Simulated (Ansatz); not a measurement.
Runs of Ansatz 0.2.0 on NbTe. It takes space group P-6m2 (No. 187, hexagonal). The conventional cell has a = 3.703 Å, b = 3.703 Å, c = 3.694 Å, α = 90.00°, β = 90.00°, γ = 120.00°. Te (site symmetry -6m2) is surrounded by 6 Nb at 2.83 Å. Nb (site symmetry -6m2) has 6 Te at 2.83 Å as nearest neighbours. The cell comes from a database or a generator and needn't be the stable form of this composition.

```csv
task,potentials or basis,k mesh,cutoff (eV),smearing,basis error allowed,mesh quality,gap on the mesh (eV),pressure (GPa)
single point,"all-electron LAPW, scalar-relativistic",5 × 5 × 4,233,fermi-dirac 0.03 eV,0.001 eV/atom,coarse,none,-5.3
elastic constants,"all-electron LAPW, scalar-relativistic",6 × 6 × 5,251,fermi-dirac 0.05 eV,0.001 eV/atom,coarse,none,-5.1
density of states,all-electron PAW datasets made for the crystal,8 × 8 × 7,240,fermi-dirac 0.05 eV,-,not flagged,none,(a)
phonons,"all-electron LAPW, scalar-relativistic",8 × 8 × 7,251,fermi-dirac 0.05 eV,0.001 eV/atom,not flagged,none,-
```

Alike in all rows: level PBEsol; no spin polarisation; cell as given.

Question: Estimate the missing entries.

Answer: (a) -5.2.

Caveats: some runs use coarse meshes; the k mesh is thin for a metal, which can move the energy by tens of meV per atom (some runs); a metal's response needs a denser mesh (some runs); the cell is more than 3 GPa from zero pressure, which shifts response properties (some runs); elastic constants of metals need much finer meshes, so these are rough (some runs); the program warned that the printed levels may be off, so bands, gaps and densities of states are rough (some runs).

A k mesh can miss the band edges, and the runs leave out spin-orbit coupling on Nb, Te.

A gap of «none» marks a metal or a gap under the smearing width.

The runs don't all hold the same shells in valence.
